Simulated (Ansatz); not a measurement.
## Rh, space group P6_3/mmc: a convergence test of the plane-wave cutoff, step by step

Program: Ansatz 0.2.0 through its Python package.

Interactive session:
```pycon
>>> import ansatz as az
>>> from tabulate import tabulate
>>> crystal = (
...     az.Lattice.from_parameters(2.73098, 2.73098, 4.42849, alpha=90, beta=90, gamma=120)
...     .space_group(194)
...     .atom('Rh', [2 / 3, 1 / 3, 0.75])
... )
>>> crystal.resolved().tree()['lattice']
((2.73098, 0.0, 0.0), (-1.3654899999999994, 2.3650980572272267, 0.0), (2.711668051778031e-16, 4.696746838940862e-16, 4.428490000000001))
>>> job = (
...     crystal.calculation()
...     .functional('LDA')
...     .kpoints(spacing=0.29)
...     .occupations('Marzari-Vanderbilt')
... )
>>> rows = []
>>> for value in [250, 350, 450, 550]:
...     r = job.basis(value).run(threads=1, pin='off').report
...     rows.append((value, r['free_energy_ev'] / len(r['lattice']['sites']), r['n_iterations'], r['n_pw']))
...
DeckWarning: basis.ecutwfc = 250 eV is below the records' recommended 420 eV, and the density's cutoff is lower with it unless basis.ecutrho_ratio is high enough to keep the records' density cutoff: compare with a run at a higher cutoff
DeckWarning: basis.ecutwfc = 350 eV is below the records' recommended 420 eV, and the density's cutoff is lower with it unless basis.ecutrho_ratio is high enough to keep the records' density cutoff: compare with a run at a higher cutoff
>>> print(tabulate(rows, headers=['cutoff (eV)', 'F/atom (eV)', 'iterations', 'plane waves'], floatfmt='.4f', tablefmt='github'))
|   cutoff (eV) |   F/atom (eV) |   iterations |   plane waves |
|---------------|---------------|--------------|---------------|
|           250 |    -6276.8970 |            6 |           263 |
|           350 |    -6278.5189 |            5 |           403 |
|           450 |    -6278.5347 |            5 |           615 |
|           550 |    -6278.5354 |            5 |           833 |
>>> # the last row is the reference
>>> for row in rows[:-1]:
...     shift = 1000 * (row[1] - rows[-1][1])
...     print(f'{row[0]}: {shift:+.2f} meV/atom' + ('  (within 5 meV)' if abs(shift) < 5 else ''))
...
250: +1638.38 meV/atom
350: +16.52 meV/atom
450: +0.69 meV/atom  (within 5 meV)
```

From 450 eV on it stays within 5 meV an atom of the value at 550 eV; the first row (250 eV) is off by 1638.4 meV and the last but one by 0.69 meV. The energy falls steadily, as expected when plane waves are added.

The run is spin-unpolarised. The mesh is modest for a metal, so energies can be off by several to tens of meV an atom and pressures by half a GPa or more; differences at equal mesh fare better. This isn't the structure that Rh takes at ambient conditions. Warnings are shown shortened and without file and line. Shifts are counted from the last row, which is itself no proven limit. The whole script took 2.6 s on 1 thread of Intel(R) Xeon(R) 6975P-C (Granite Rapids) (shared host), peak memory 0.39 GiB.

(Lines on the test bed's own set-up are left out of the output.)
